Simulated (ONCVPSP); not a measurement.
**Copper: generating and testing an ONCV potential**

Aim: build the potential from the settings below, then test how well it stands in for the atom: other configurations, scattering, ghost states and the plane-wave cutoff that it needs.

The numbers are computed with ONCVPSP 4.0.1.1 (patched build) (PBE, scalar-relativistic, spin-unpolarised reference atom).

## Step 1: Settings

Typed settings, in words:

| Property | Result |
| --- | --- |
| element | copper (Cu, Z = 29) |
| type | optimised norm-conserving Vanderbilt (ONCV) |
| frozen core | [Ar] |
| valence charge | 11 |
| reference configuration | 3d10 4s1 |
| partial waves | 4s: rc 2.15 bohr, ncon 4, nbas 7, qcut 2.5 1/bohr, 2 projectors, debl 1.6 Ha; p scattering state at 0.29 Ha: rc 2.05 bohr, ncon 4, nbas 7, qcut 4.1 1/bohr, 2 projectors, debl 2.7 Ha; 3d: rc 0.75 bohr, ncon 4, nbas 7, qcut 12.2 1/bohr, local |
| local potential | the d channel |
| core correction | not asked for |

The outer shells as boxes (Hund's rule for the drawing; the calculation is spin-unpolarised):

```
[Ar] core
3d [↑↓][↑↓][↑↓][↑↓][↑↓]
4s [↑ ]
```

The nodes and maxima of the atom's own shells, from an earlier all-electron run, set the scale for the radii.

All-electron outer shells of the reference configuration (PBE, scalar-relativistic, ld1.x):

| shell | level (eV) | outermost node (bohr) | outermost maximum (bohr) |
| --- | --- | --- | --- |
| 3p | -72.14 | 0.26 | 0.62 |
| 3d | -5.04 | – | 0.60 |
| 4s | -4.61 | 0.89 | 2.27 |
| 4p | -0.70 | 0.97 | 3.65 |

## Step 2: Generating the potential

Input file Cu.dat:

```
# ATOM AND REFERENCE CONFIGURATION
# atsym  z   nc   nv     iexc    psfile
  Cu 29.00    5    2        4      upf
#
#   n    l    f
    1    0    2.00
    2    0    2.00
    2    1    6.00
    3    0    2.00
    3    1    6.00
    3    2   10.00
    4    0    1.00
#
# PSEUDOPOTENTIAL AND OPTIMIZATION
# lmax
    2
#
#   l,   rc,      ep,       ncon, nbas, qcut
    0    2.15    0.00    4    7    2.50
    1    2.05    0.29    4    7    4.10
    2    0.75    0.00    4    7   12.20
#
# LOCAL POTENTIAL
# lloc, lpopt,  rc(5),   dvloc0
    2    5    0.75    0.00
#
# VANDERBILT-KLEINMAN-BYLANDER PROJECTORs
# l, nproj, debl
    0    2    1.60
    1    2    2.70
    2    0    1.00
#
# MODEL CORE CHARGE
# icmod, fcfact, rcfact
    0    0.00    0.00
#
# LOG DERIVATIVE ANALYSIS
# epsh1, epsh2, depsh
   -2.00    5.00    0.02
#
# OUTPUT GRID
# rlmax, drl
    6.00    0.01
#
# TEST CONFIGURATIONS
# ncnf
    4
# nvcnf
#   n    l    f
    2
    3    2   10.00
    4    0    0.00
#
    2
    3    2    9.00
    4    0    0.00
#
    2
    3    2    8.00
    4    0    0.00
#
    2
    3    2    7.00
    4    0    0.00
#
```

Command:

```bash
oncvpsp.x < Cu.dat > Cu.out
```

What does the calculation give? Wanted: cutoffs for 1 and 0.1 mHa per electron, occupied waves; bound ghosts; GHOST(+) flags; largest test error; largest phase difference near zero energy, channels read.

**Answer**, as computed:

```
                                                quantity                                    value
  cutoffs for 1 and 0.1 mHa per electron, occupied waves                        302 Ha and 400 Ha
                                            bound ghosts         s at -457.48 eV, p at -101.26 eV
                                          GHOST(+) flags                               s at 62 eV
                            largest test error (AE − PS)  +46 meV, for 3d9 4s0 (2 tests unsolved)
largest phase difference near zero energy, channels read                                0.005 rad
```

In words: It has a bound ghost (s, p), a state that the atom doesn't have, and that rules the file out. The worst unpolarised test, 3d9 4s0, is off by 46 meV on 29.5 eV; by total energies transferability rates as fair where solved. Of the tests 2 gave no usable energy difference, which is a warning in itself. By its cutoff, 302 Ha for the looser tolerance, it is very hard. At the looser tolerance the 3d wave is the slowest; 4s needs 11 Ha. Near zero energy the phases of the channels with partial waves agree within 0.005 rad. The program also flags highly localised states, GHOST(+) (s).
